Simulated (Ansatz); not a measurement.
ZrSc, space group P-6m2: a comparison of functionals at one structure, run with the Ansatz DFT code, driven from Python.

Contents of `POSCAR`:
```text
ZrSc
1.0
   3.28284567    0.00000000    0.00000000
  -1.64142284    2.84302775    0.00000000
   0.00000000    0.00000000    5.15500536
Zr Sc
1 1
Direct
   0.66666667    0.33333333    0.00000000
   0.00000000    0.00000000    0.50000000
```

The script, `zrsc_xc.py`:
```python
from dataclasses import dataclass
import warnings

import ansatz as az
from ase.io import read
from tabulate import tabulate


@dataclass
class Settings:
    kmesh: tuple[int, ...] = (8, 8, 5)
    filling: str = "fermi_dirac"
    width_ev: float = 0.15


opts = Settings()


def main() -> None:
    warnings.simplefilter("ignore", az.DeckWarning)

    atoms = read("POSCAR", format="vasp")
    crystal = az.Crystal.from_ase(atoms)

    setup = (
        crystal.calculation()
        .basis(21 * az.Ha)
        .kpoints(*opts.kmesh)
        .occupations(opts.filling, width=opts.width_ev)
        .stress()
    )

    rows = []
    for value in ["blyp", "r2scan", "lda"]:
        rep = setup.functional(value).run(threads=1, backend="cpu").report
        rows.append((value, rep["free_energy_ev"] / len(rep["lattice"]["sites"]), rep["n_iterations"], sum(rep["stress_gpa"][i][i] for i in range(3)) / 3, rep["n_kpoints"]))

    print(tabulate(rows, headers=["functional", "F/atom (eV)", "iterations", "P (GPa)", "k-points"], floatfmt=".4f", tablefmt="github"))


if __name__ == "__main__":
    main()
```

Rank the functionals by the pressure that they give at this structure. What does the order say about their lattices?

From lowest to highest: LDA (-6.2 GPa), r2SCAN (-0.2 GPa) and BLYP (1.1 GPa). At a fixed cell a lower pressure usually means a smaller equilibrium volume, so LDA prefers the smallest cell and BLYP the largest.

What the script printed:

```console
$ python zrsc_xc.py
| functional   |   F/atom (eV) |   iterations |   P (GPa) |   k-points |
|--------------|---------------|--------------|-----------|------------|
| blyp         |    -3169.2051 |            7 |    1.1369 |         30 |
| r2scan       |    -3167.8487 |            8 |   -0.1685 |         30 |
| lda          |    -3083.2513 |            7 |   -6.1912 |         30 |
```

Caveats:
- BLYP can be off by several per cent in the lattices of metals, and by several GPa in the pressure at a fixed cell.
- The mesh is modest for a metal, so energies can be off by several to tens of meV an atom and pressures by half a GPa or more; differences at equal mesh fare better.
- A Fermi-Dirac width this large means warm electrons, whose thermal share enters the free energy.
- Pressure is positive in compression.
- This cell is a computed structure, which may not be the phase found in nature.
- Total energies of different functionals can't be compared; pressures, moments and gaps at this one structure can.
- Run time: 5.5 s on 1 thread of AMD EPYC 9R45 96-Core Processor (Zen 5), with other jobs on the host, peak memory 0.65 GiB.

(Lines on the test bed's own set-up are left out of the output.)
